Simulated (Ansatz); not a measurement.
# Sr2LuNiO6: the cost of one run

Method: reference: DFT r2SCAN, plane waves, PAW, scalar-relativistic, no spin polarisation, in Ansatz 0.2.0.

1 further run of the same task is left out (it didn't finish).

## (1) The structure to begin with

The structure is tetragonal, space group I4/m (No. 87). The conventional cell has a = 5.759 Å, b = 5.759 Å, c = 8.201 Å, α = 90.00°, β = 90.00°, γ = 90.00°. Around O (site symmetry m) lie 1 Lu at 1.99 Å and 1 Ni at 2.12 Å and 2 Sr at 2.72 Å. O (site symmetry 4) is surrounded by 1 Lu at 2.01 Å and 1 Ni at 2.09 Å and 4 Sr at 2.88 Å. Lu (site symmetry 4/m) has 6 O at 1.99 to 2.01 Å as nearest neighbours. Around Sr (site symmetry -4) lie 12 O at 2.72 to 3.07 Å. Ni (site symmetry 4/m) is surrounded by 6 O at 2.09 to 2.12 Å.

As a file:

```cif
data_structure
_symmetry_space_group_name_H-M 'P 1'
_symmetry_Int_Tables_number 1
_cell_length_a 5.7591
_cell_length_b 5.7591
_cell_length_c 5.7790
_cell_angle_alpha 60.114
_cell_angle_beta 60.114
_cell_angle_gamma 90.000
_cell_volume 136.00
loop_
_atom_site_label
_atom_site_type_symbol
_atom_site_fract_x
_atom_site_fract_y
_atom_site_fract_z
_atom_site_occupancy
O1 O 0.22700 0.28900 0.00000 1
O2 O 0.28900 0.77300 0.00000 1
O3 O 0.77300 0.71100 0.00000 1
O4 O 0.71100 0.22700 0.00000 1
O5 O 0.25500 0.25500 0.49000 1
O6 O 0.74500 0.74500 0.51000 1
Lu1 Lu 0.50000 0.50000 0.00000 1
Sr1 Sr 0.75000 0.25000 0.50000 1
Sr2 Sr 0.25000 0.75000 0.50000 1
Ni1 Ni 0.00000 0.00000 0.00000 1
```

## (2) Baseline

File input.yaml:

```yaml
crystal:
  lattice:
    - [0.0, 5.759087, 0.0]
    - [5.759087, 0.0, 0.0]
    - [2.879543, 2.879543, -4.100361]
  atoms:
    - { symbol: O, position: [0.227, 0.289, 0.0] }
    - { symbol: O, position: [0.289, 0.773, 0.0] }
    - { symbol: O, position: [0.773, 0.711, 0.0] }
    - { symbol: O, position: [0.711, 0.227, 0.0] }
    - { symbol: O, position: [0.255, 0.255, 0.49] }
    - { symbol: O, position: [0.745, 0.745, 0.51] }
    - { symbol: Lu, position: [0.5, 0.5, 0.0] }
    - { symbol: Sr, position: [0.75, 0.25, 0.5] }
    - { symbol: Sr, position: [0.25, 0.75, 0.5] }
    - { symbol: Ni, position: [0.0, 0.0, 0.0] }
  symmetry: { tolerance: 0.0003 }
kpoints:
  mp_grid: { grid: [5, 5, 5], shift: [0, 0, 0] }
magnetization:
  spin_polarized: false
scf:
  occupations: { method: fermi_dirac }
hamiltonian:
  pseudopotentials: { kind: paw }
  xc: r2scan
basis:
  ecutwfc: 500
output:
  forces: true
  stress: true
  eigenvalues: true
  write_density: true
  write_potential: true
  elf: true
  volumetric_format: npy
```

The run is started by

```sh
ansatz run input.yaml --threads 1 --pin off --max-ram 2560MiB --backend cpu --events-out ev --progress --plain --runs-dir out
```

Q: Estimate wall time and peak memory on 1 thread of Intel Xeon Platinum 8488C (Sapphire Rapids), shared host.

About 24 s, with a peak of 1.1 GiB.
